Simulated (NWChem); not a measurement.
# InH2F (SMILES [H][In]([H])[F]) at 6 levels

Wanted: a comparison of 6 runs (HF/STO-3G, HF/3-21G, HF/def2-SVP, PBE/def2-SVP, PBE0/def2-SVP, r2SCAN/def2-SVP) of InH2F. 

Program for the calculation: NWChem 7.3.0.

### 1 The structure to begin with

The species is InH2F (4 atoms), meant as a singlet with charge 0. SMILES: `[H][In]([H])[F]`. Geometry: a GFN2-xTB relaxation, a rough one for these elements and not checked as a minimum.

Bond lengths: In1–F4 1.946 Å, In1–H2 1.693 Å, In1–H3 1.691 Å. Angles: H2–In1–F4 114.4°, H3–In1–F4 114.5°, H2–In1–H3 131.1°.

### 2 Energy and forces at HF/STO-3G (run 1)

File run.py:

```python
from ase import Atoms
from ase.calculators.nwchem import NWChem

system = Atoms(['In', 'H', 'H', 'F'], positions=[
    [0.069180, 0.117330, -0.000190],
    [1.751200, -0.073770, 0.013580],
    [-0.891440, 1.509340, -0.018860],
    [-0.928940, -1.552910, 0.005460],
])

calc = NWChem(
    label='test',
    theory='scf',
    memory='2200 mb',
    basis='STO-3G',
    basispar='spherical bse',
    scf={'nopen': '0', 'rhf': None, 'thresh': '1e-08', 'maxiter': '80'},
)
system.calc = calc

forces = system.get_forces()
e = system.get_potential_energy()
print(f"E = {e:.6f} eV")
print("forces (eV/A):")
for s, f in zip(system.symbols, forces):
    print(f"{s:2s} {f[0]:10.5f} {f[1]:10.5f} {f[2]:10.5f}")
print("dipole (e A):", system.get_dipole_moment().round(4))
```

Run with:

```console
$ export ASE_NWCHEM_COMMAND="nwchem PREFIX.nwi > PREFIX.nwo"
$ python run.py
```

Log:

```text
E = -157337.839642 eV
forces (eV/A):
In   -0.19556   -0.36031   -0.00103
H    -1.58251    0.23438   -0.01280
H     0.94313   -1.27573    0.01815
F     0.83494    1.40166   -0.00432
dipole (e A): [ 0.1463  0.247  -0.0005]
```

The calculator wrote test.nwi:

```
title "test"

permanent_dir test

scratch_dir test

start test

geometry units angstrom nocenter noautosym noautoz
  In 6.9180000000000005e-02 1.1733000000000000e-01 -1.9000000000000001e-04
  H  1.7512000000000001e+00 -7.3770000000000002e-02 1.3580000000000000e-02
  H  -8.9144000000000001e-01 1.5093399999999999e+00 -1.8859999999999998e-02
  F  -9.2893999999999999e-01 -1.5529100000000000e+00 5.4599999999999996e-03
end

memory 2200 mb

basis spherical bse noprint
   * library STO-3G
end

scf
  nopen 0
  rhf
  thresh 1e-08
  maxiter 80
end

task scf gradient
```

test.nwo:

```text
Northwest Computational Chemistry Package (NWChem) 7.3.0
             --------------------------------------------------------

           Job information
           ---------------

    nwchem branch   = 7.3.0
    use scalapack   = T
    input           = test.nwi
    prefix          = test.
    data base       = test/test.db
    status          = startup
    nproc           =        1

           Memory information
           ------------------

[... 5 lines left out ...]
    hardfail = no
[... 120 lines left out ...]
         Quadratically convergent ROHF
[... 14 lines left out ...]
       Final RHF  results
[... 4 lines left out ...]
      Two-electron energy =   2382.422043267572
[... 43 lines left out ...]
                       ROHF Final Molecular Orbital Analysis
[... 167 lines left out ...]
                 ----------------------------------------
                 |  Time  |  1-e(secs)   |  2-e(secs)   |
                 ----------------------------------------
                 |  CPU   |       0.00   |       0.60   |
                 ----------------------------------------
                 |  WALL  |       0.00   |       0.60   |
                 ----------------------------------------

 Task  times  cpu:        2.6s     wall:        2.6s
 Total times  cpu:        2.6s     wall:        2.6s
```

Run time: 3.6 s. Hardware: 1 thread of Intel Xeon Platinum 8488C (Sapphire Rapids), shared host; peak memory 0.099 GiB.

### 3 Energy and forces at HF/3-21G (run 2)

File run.py:

```python
from ase import Atoms
from ase.calculators.nwchem import NWChem

molecule = Atoms('InHHF', positions=[
    [0.069180, 0.117330, -0.000190],
    [1.751200, -0.073770, 0.013580],
    [-0.891440, 1.509340, -0.018860],
    [-0.928940, -1.552910, 0.005460],
])

calc = NWChem(
    label='struct',
    theory='scf',
    memory='2200 mb',
    basis='3-21G',
    basispar='spherical bse',
    scf={'nopen': '0', 'rhf': None, 'thresh': '1e-08', 'maxiter': '80'},
)
molecule.calc = calc

forces = molecule.get_forces()
print(f"energy = {molecule.get_potential_energy():.6f} eV")
print("forces (eV/A):")
for s, f in zip(molecule.symbols, forces):
    print(f"{s:2s} {f[0]:10.5f} {f[1]:10.5f} {f[2]:10.5f}")
print("dipole (e A):", molecule.get_dipole_moment().round(4))
```

Run with:

```console
$ export ASE_NWCHEM_COMMAND="nwchem PREFIX.nwi > PREFIX.nwo"
$ python run.py
```

Log:

```text
energy = -158228.676269 eV
forces (eV/A):
In   -0.69410   -1.20816    0.00329
H     0.90014   -0.12892    0.00812
H    -0.55366    0.74963   -0.00977
F     0.34761    0.58745   -0.00165
dipole (e A): [ 0.2795  0.4708 -0.0013]
```

The calculator wrote struct.nwi:

```
title "struct"

permanent_dir struct

scratch_dir struct

start struct

geometry units angstrom nocenter noautosym noautoz
  In 6.9180000000000005e-02 1.1733000000000000e-01 -1.9000000000000001e-04
  H  1.7512000000000001e+00 -7.3770000000000002e-02 1.3580000000000000e-02
  H  -8.9144000000000001e-01 1.5093399999999999e+00 -1.8859999999999998e-02
  F  -9.2893999999999999e-01 -1.5529100000000000e+00 5.4599999999999996e-03
end

memory 2200 mb

basis spherical bse noprint
   * library 3-21G
end

scf
  nopen 0
  rhf
  thresh 1e-08
  maxiter 80
end

task scf gradient
```

struct.nwo:

```text
Northwest Computational Chemistry Package (NWChem) 7.3.0
             --------------------------------------------------------

           Job information
           ---------------

    nwchem branch   = 7.3.0
    use scalapack   = T
    input           = struct.nwi
    prefix          = struct.
    data base       = struct/struct.db
    status          = startup
    nproc           =        1

           Memory information
           ------------------

[... 5 lines left out ...]
    hardfail = no
[... 120 lines left out ...]
         Quadratically convergent ROHF
[... 14 lines left out ...]
       Final RHF  results
[... 4 lines left out ...]
      Two-electron energy =   2372.233566856531
[... 49 lines left out ...]
                       ROHF Final Molecular Orbital Analysis
[... 210 lines left out ...]
                 ----------------------------------------
                 |  Time  |  1-e(secs)   |  2-e(secs)   |
                 ----------------------------------------
                 |  CPU   |       0.00   |       0.59   |
                 ----------------------------------------
                 |  WALL  |       0.00   |       0.59   |
                 ----------------------------------------

 Task  times  cpu:        2.6s     wall:        2.6s
 Total times  cpu:        2.6s     wall:        2.6s
```

Wall time 3.6 s (1 thread of Intel Xeon Platinum 8488C (Sapphire Rapids), shared host); peak memory 0.098 GiB.

Runs 3 to 5 aren't shown in full; the table further down has their settings and results.

### 4 Energy and forces at r2SCAN/def2-SVP (core potential) (run 6)

File input.xyz:

```xyz
4

In     0.069180     0.117330    -0.000190
H      1.751200    -0.073770     0.013580
H     -0.891440     1.509340    -0.018860
F     -0.928940    -1.552910     0.005460
```

File run.py:

```python
from ase.io import read
from ase.calculators.nwchem import NWChem

atoms = read('input.xyz')

calc = NWChem(
    label='input',
    theory='dft',
    memory='2200 mb',
    basis='def2-SVP',
    basispar='spherical bse',
    dft={'xc': 'r2scan', 'mult': '1', 'grid': 'xfine', 'convergence': 'energy 1e-08', 'iterations': '100', 'mulliken': None},
    **{'ecp bse': {'In library': 'def2-SVP'}},
)
atoms.calc = calc

forces = atoms.get_forces()
e = atoms.get_potential_energy()
print(f"E = {e:.6f} eV")
print("forces (eV/A):")
for s, f in zip(atoms.symbols, forces):
    print(f"{s:2s} {f[0]:10.5f} {f[1]:10.5f} {f[2]:10.5f}")
print("dipole (e A):", atoms.get_dipole_moment().round(4))
```

Run with:

```console
$ export ASE_NWCHEM_COMMAND="nwchem PREFIX.nwi > PREFIX.nwo"
$ python run.py
```

Log:

```text
E = -7921.651651 eV
forces (eV/A):
In    0.27069    0.41426   -0.00237
H     0.29413   -0.17484    0.00401
H    -0.30540    0.19119   -0.00339
F    -0.25942   -0.43061    0.00175
dipole (e A): [ 0.2699  0.4542 -0.0013]
```

The calculator wrote input.nwi:

```
title "input"

permanent_dir input

scratch_dir input

start input

geometry units angstrom nocenter noautosym noautoz
  In 6.9180000000000005e-02 1.1733000000000000e-01 -1.9000000000000001e-04
  H  1.7512000000000001e+00 -7.3770000000000002e-02 1.3580000000000000e-02
  H  -8.9144000000000001e-01 1.5093399999999999e+00 -1.8859999999999998e-02
  F  -9.2893999999999999e-01 -1.5529100000000000e+00 5.4599999999999996e-03
end

memory 2200 mb

basis spherical bse noprint
   * library def2-SVP
end

dft
  xc r2scan
  mult 1
  grid xfine
  convergence energy 1e-08
  iterations 100
  mulliken
end
ecp bse
  In library def2-SVP
end

task dft gradient
```

input.nwo:

```text
Northwest Computational Chemistry Package (NWChem) 7.3.0
             --------------------------------------------------------

           Job information
           ---------------

    nwchem branch   = 7.3.0
    use scalapack   = T
    input           = input.nwi
    prefix          = input.
    data base       = input/input.db
    status          = startup
    nproc           =        1

           Memory information
           ------------------

[... 5 lines left out ...]
    hardfail = no
[... 95 lines left out ...]
  convergence criterion.
[... 39 lines left out ...]
          Spatial weights used:  Erf1
[... 32 lines left out ...]
 1-e energy   =    -609.923393
[... 51 lines left out ...]
           Coulomb energy =      280.224219317686
[... 427 lines left out ...]
          Convergence on density requested:  1.00D-05
[... 25 lines left out ...]
          total energy or number of iterations.
[... 35 lines left out ...]
                 ----------------------------------------
                 |  Time  |  1-e(secs)   |  2-e(secs)   |
                 ----------------------------------------
                 |  CPU   |       0.01   |       0.83   |
                 ----------------------------------------
                 |  WALL  |       0.01   |       0.83   |
                 ----------------------------------------

 Task  times  cpu:       14.0s     wall:       14.0s
 Total times  cpu:       14.0s     wall:       14.0s
```

Wall time 15 s (1 thread of Intel Xeon Platinum 8488C (Sapphire Rapids), shared host); peak memory 0.13 GiB.

### 5 The series

```csv
run,level,core potential,iteration cap,energy (Eh),dipole moment (D),HOMO energy (eV),LUMO energy (eV),wall time
1,HF/STO-3G,–,80,-5782.059007,1.38,-8.43,5.98,3.6 s
2,HF/3-21G,–,80,-5814.796649,2.63,-11.45,0.88,3.6 s
3,HF/def2-SVP (core potential),def2-SVP,80,-289.725041,–,–,–,5.4 s
4,PBE/def2-SVP (core potential),def2-SVP,100,-290.988457,2.35,-7.00,-2.41,11 s
5,PBE0/def2-SVP (core potential),def2-SVP,100,-290.989636,2.63,-8.49,-1.70,9.9 s
6,r2SCAN/def2-SVP (core potential),def2-SVP,100,-291.115331,2.54,-7.39,-2.13,15 s
```

### 6 Summary of results

| quantity | value |
| --- | --- |
| run 6: total energy | -291.11533 Eh |
| run 6: dipole moment | 2.54 D |
| run 6: HOMO energy | -7.39 eV |
| run 6: LUMO energy | -2.13 eV |
| run 6: HOMO–LUMO gap | 5.26 eV |
| run 6: largest force on an atom | 0.503 eV/Å |

In words: Over runs 1, 2, 4, 5, 6 the dipole moment (its size) runs from 1.38 D (HF/STO-3G) to 2.63 D (PBE0/def2-SVP). The two ends differ in method and basis and core potential. Over runs 1, 2, 4, 5, 6 the HOMO–LUMO gap runs from 4.58 eV (PBE/def2-SVP) to 14.41 eV (HF/STO-3G). Totals of different functionals can't be ranked against each other. Some runs of one species differ in core potentials or relativity; totals across that change don't compare. In run 1 the basis is minimal, so the values are rough. In runs 1, 2 relativity is left out where basis or elements ask for it. All runs together took 49 s, the longest 15 s.
